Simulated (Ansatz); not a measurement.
# [SnH3]− (SMILES [H][Sn-]([H])[H]): levels of theory compared

We compute a comparison of 6 runs (BLYP/STO-3G, UPBE0/STO-3G, UMP2/STO-3G, BCCD(T)/STO-3G, CCSD/STO-3G, CCSD(T)/STO-3G) of [SnH3]−. 

Program for the calculation: Ansatz 0.2.0.

1 further run of the same task is left out (set aside as unsound or not needed).

### Step 1. The system as given

[SnH3]−: 4 atoms, total charge -1, spin state singlet. As SMILES, `[H][Sn-]([H])[H]`. The H4–Sn1 distance was set to 4.871 Å, away from the relaxed value. At this shape a bond of the SMILES string is far longer than usual.

Bond lengths: Sn1–H2 1.948 Å, Sn1–H3 1.948 Å. Angles: H2–Sn1–H3 93.3°.

### Step 2. A single-point energy at BLYP/STO-3G (run 1)

Input file run.yaml:

```yaml
crystal:
  periodic: [false, false, false]
  atoms:
    - {symbol: Sn, position_ang: [1.250871, 2.121304, 2.368604]}
    - {symbol: H, position_ang: [2.895041, 2.081974, 1.325284]}
    - {symbol: H, position_ang: [0.470391, 3.548084, 1.296524]}
    - {symbol: H, position_ang: [-0.844540, -1.404640, -0.259610]}
basis:
  gaussian: {orbitals: STO-3G}
total_charge: -1
hamiltonian: {xc: {name: BLYP}}
accuracy: high
```

Run with:

```
$ ansatz run run.yaml --threads 1 --pin off --max-ram 2610MiB --events-out events.jsonl --progress --plain --runs-dir runs
```

The program printed:

```text
Warning: RAYON_NUM_THREADS=1 ignored (pool sized by the plan → 1); use --threads N
Functional definition: BLYP
  name "BLYP"
  parameter beta = 0.0042
  parameter a = 0.04918
  parameter b = 0.132
  parameter c = 0.2533
  parameter d = 0.349
  exchange = b88_x(beta = beta)
  correlation = lyp_c(a = a, b = b, c = c, d = d)
510 factors; integrals over basis functions are off by at most 3.3e-8 eV
mean field evaluation 1: about -162354.9531 eV, gradient 1.2e1 eV
mean field evaluation 2: about -162335.6529 eV, gradient 2.7e1 eV
mean field evaluation 4: about -162355.4381 eV, gradient 7.2e0 eV
mean field evaluation 8: about -162355.4446 eV, gradient 6.7e0 eV
mean field evaluation 16: about -162359.4503 eV, gradient 3.8e-8 eV
mean field -162359.45032476 eV, -5966.5997482470 hartree, gradient 3.8e-8 eV, S^2 0.000000; 0 other end points of the search recorded, 0 dependent functions left out
reference -162359.45036928 eV, -5966.5997498828 hartree; 27, 27 occupied and 3, 3 virtual orbitals, 510 factors
Total energy: -162359.45036928 eV, -5966.5997498828 hartree
```

Run time: 0.6 s. Hardware: 1 thread of AMD EPYC 9R45 (Zen 5), shared host.

### Step 3. The energy at UPBE0/STO-3G (run 2)

Changes to run.yaml since step 2:

```diff
@@ -8,5 +8,10 @@
 basis:
-  gaussian: {orbitals: STO-3G}
+  gaussian:
+    orbitals: STO-3G
 total_charge: -1
-hamiltonian: {xc: {name: BLYP}}
+magnetization:
+  spin_polarized: true
+  initial_magnetization: 0
+hamiltonian:
+  xc: pbe0
 accuracy: high
```

Run with:

```
$ ansatz run run.yaml --threads 1 --pin off --max-ram 2610MiB --events-out events.jsonl --progress --plain --runs-dir runs
```

The program printed:

```text
Warning: RAYON_NUM_THREADS=1 ignored (pool sized by the plan → 1); use --threads N
Functional definition: PBE0
  name "PBE0"
  parameter a = 0.25
  parameter kappa = 0.804
  parameter beta = 0.06672455060314922
  exchange = (1 - a)*pbe_x(kappa = kappa, mu = beta*pi^2/3) + a*exact_x
  correlation = pbe_c(beta = beta)
510 factors; integrals over basis functions are off by at most 3.3e-8 eV
mean field evaluation 1: about -162351.3715 eV, gradient 6.3e0 eV
mean field evaluation 2: about -162334.1414 eV, gradient 1.3e1 eV
mean field evaluation 4: about -162346.5518 eV, gradient 2.2e1 eV
mean field evaluation 8: about -162354.8109 eV, gradient 3.2e-2 eV
mean field evaluation 16: about -162355.9200 eV, gradient 1.2e-1 eV
mean field evaluation 32: about -162355.7945 eV, gradient 7.7e-4 eV
mean field -162355.92056185 eV, -5966.4700318523 hartree, gradient 4.3e-9 eV, S^2 0.807081; 2 other end points of the search recorded, 0 dependent functions left out
reference -162355.92056350 eV, -5966.4700319133 hartree; 27, 27 occupied and 3, 3 virtual orbitals, 510 factors
Total energy: -162355.92056350 eV, -5966.4700319133 hartree
```

Wall time 2.6 s (1 thread of AMD EPYC 9R45 (Zen 5), shared host); peak memory 0.16 GiB.

Runs 3 to 5 aren't shown in full; the table further down has their settings and results.

### Step 4. The energy at CCSD(T)/STO-3G (run 6)

Input file molecule.yaml:

```yaml
crystal:
  periodic: [false, false, false]
  atoms:
    - {symbol: Sn, position_ang: [1.250871, 2.121304, 2.368604]}
    - {symbol: H, position_ang: [2.895041, 2.081974, 1.325284]}
    - {symbol: H, position_ang: [0.470391, 3.548084, 1.296524]}
    - {symbol: H, position_ang: [-0.844540, -1.404640, -0.259610]}
basis:
  gaussian:
    orbitals: STO-3G
total_charge: -1
correlation:
  method: ccsd_t
  frozen_orbitals: {H: 0, Sn: 18}
accuracy: high
scf:
  omitted_lower_state_checks: [cluster_reference, increment]
```

Run with:

```
$ ansatz run molecule.yaml --threads 1 --pin off --max-ram 2610MiB --events-out events.jsonl --progress --plain --runs-dir runs
```

The program printed:

```text
Warning: RAYON_NUM_THREADS=1 ignored (pool sized by the plan → 1); use --threads N
Functional definition: HF
  name "HF"
  exchange = exact_x
  correlation = 0
these checks for a lower state are left out or cut short: cluster_reference, increment
510 factors; integrals over basis functions are off by at most 3.3e-8 eV
mean field evaluation 1: about -162302.1560 eV, gradient 7.0e0 eV
mean field evaluation 2: about -162302.1632 eV, gradient 6.9e0 eV
mean field evaluation 4: about -162302.4287 eV, gradient 4.0e0 eV
mean field evaluation 8: about -162284.8858 eV, gradient 1.2e1 eV
mean field evaluation 16: about -162303.1832 eV, gradient 3.8e-1 eV
mean field -162303.18574557 eV, -5964.5320630992 hartree, gradient 2.9e-8 eV, S^2 0.000000; 0 other end points of the search recorded, 0 dependent functions left out; unrestricted orbitals would lower it
18 core orbitals not correlated: weight in the atoms' cores, before any rotation towards them, 1.000 or more for the frozen orbitals, at most 0.000 for the correlated occupied ones
reference -162303.18574557 eV, -5964.5320630992 hartree; 9, 9 occupied and 3, 3 virtual orbitals, 510 factors
second order -2.75757971 eV of doubles, -0.00000000 eV of singles
cycle   1  -1.82191965 eV  change   -5.4e-1 eV  update   1.7e-1
cycle   2  -2.26270361 eV  change   -4.4e-1 eV  update   1.6e-1
cycle   3  -2.58869122 eV  change   -3.3e-1 eV  update   1.7e-1
cycle   4  -2.86954359 eV  change   -2.8e-1 eV  update   1.7e-1
cycle   5  -3.11366170 eV  change   -2.4e-1 eV  update   1.7e-1
cycle   6  -3.33436564 eV  change   -2.2e-1 eV  update   1.7e-1
cycle   7  -3.53292519 eV  change   -2.0e-1 eV  update   1.6e-1
cycle   8  -3.71135420 eV  change   -1.8e-1 eV  update   1.5e-1
cycle   9  -3.86918265 eV  change   -1.6e-1 eV  update   1.3e-1
cycle  10  -4.00687887 eV  change   -1.4e-1 eV  update   1.2e-1
cycle  11  -4.12486974 eV  change   -1.2e-1 eV  update   1.0e-1
cycle  12  -4.22443072 eV  change   -1.0e-1 eV  update   8.6e-2
cycle  13  -4.30713523 eV  change   -8.3e-2 eV  update   7.1e-2
cycle  14  -4.37495845 eV  change   -6.8e-2 eV  update   5.8e-2
cycle  15  -4.64831592 eV  change   -2.7e-1 eV  update   4.7e-2
cycle  16  -4.64746456 eV  change    8.5e-4 eV  update   7.0e-3
cycle  17  -4.61627758 eV  change    3.1e-2 eV  update   1.3e-2
cycle  18  -4.62526561 eV  change   -9.0e-3 eV  update   1.8e-2
cycle  19  -4.63220622 eV  change   -6.9e-3 eV  update   1.1e-2
cycle  20  -4.63523706 eV  change   -3.0e-3 eV  update   4.2e-3
cycle  21  -4.63649170 eV  change   -1.3e-3 eV  update   1.0e-3
cycle  22  -4.63669459 eV  change   -2.0e-4 eV  update   1.6e-4
cycle  23  -4.63640365 eV  change    2.9e-4 eV  update   3.2e-4
cycle  24  -4.63641170 eV  change   -8.1e-6 eV  update   5.8e-6
cycle  25  -4.63640733 eV  change    4.4e-6 eV  update   2.9e-6
cycle  26  -4.63640706 eV  change    2.7e-7 eV  update   1.4e-6
cycle  27  -4.63640604 eV  change    1.0e-6 eV  update   5.6e-7
cycle  28  -4.63640653 eV  change   -5.0e-7 eV  update   4.1e-7
cycle  29  -4.63640663 eV  change   -9.6e-8 eV  update   3.7e-8
cycle  30  -4.63640659 eV  change    4.5e-8 eV  update   1.6e-8
cycle  31  -4.63640655 eV  change    3.1e-8 eV  update   6.7e-9
cycle  32  -4.63640655 eV  change   6.0e-10 eV  update   2.2e-9
cycle  33  -4.63640655 eV  change   -1.4e-9 eV  update  7.3e-10
cycle  34  -4.63640655 eV  change   1.5e-10 eV  update  2.2e-10
cycle  35  -4.63640655 eV  change   1.2e-10 eV  update  1.2e-10
perturbative correction -0.71734870 eV, -0.0263620784 hartree
WARN: these amplitudes may be one of several solutions (largest doubles amplitude 1.78, level shift 6.83 eV)
Total energy: -162308.53950082 eV, -5964.7288099758 hartree
Checks for a lower state left out: cluster_reference, increment
```

Run time: 0.28 s. Hardware: 1 thread of AMD EPYC 9R45 (Zen 5), shared host.

### Step 5. The series

```csv
run,level,frozen core orbitals,energy (Eh),wall time
1,BLYP/STO-3G,–,-5966.599750,0.6 s
2,UPBE0/STO-3G,–,-5966.470032,2.6 s
3,UMP2/STO-3G,18,-5964.685018,0.46 s
4,BCCD(T)/STO-3G,18,-5964.702975,0.3 s
5,CCSD/STO-3G,18,-5964.702448,0.3 s
6,CCSD(T)/STO-3G,18,-5964.728810,0.28 s
```

### Step 6. Results

```
                                           quantity           value
                                run 6: total energy  -5964.72881 Eh
run 6: correlation energy (18 core orbitals frozen)      -196.7 mEh
                              run 6: (T) correction      -26.36 mEh
                               run 6: T1 diagnostic           0.213
```

What this shows: Totals of different functionals can't be ranked against each other. In runs 5, 6 the T1 diagnostic is large, so a single reference may not serve. In runs 4, 5, 6 the log says that unrestricted orbitals would lower the reference, so the values rest on an unstable closed-shell determinant (other closed-shell runs at this shape may share the fault). In runs 1, 2, 3, 4, 5, 6 the basis is minimal, so the values are rough. In runs 1, 2, 3, 4, 5, 6 relativity is left out where basis or elements ask for it. Spin contamination of the reference: run 3 ⟨S²⟩ = 1.01, run 2 ⟨S²⟩ = 0.81. Where it is this large, the reference is a mixture of spin states, and values that rest on it are in doubt. All runs together took 4.5 s, the longest 2.6 s.
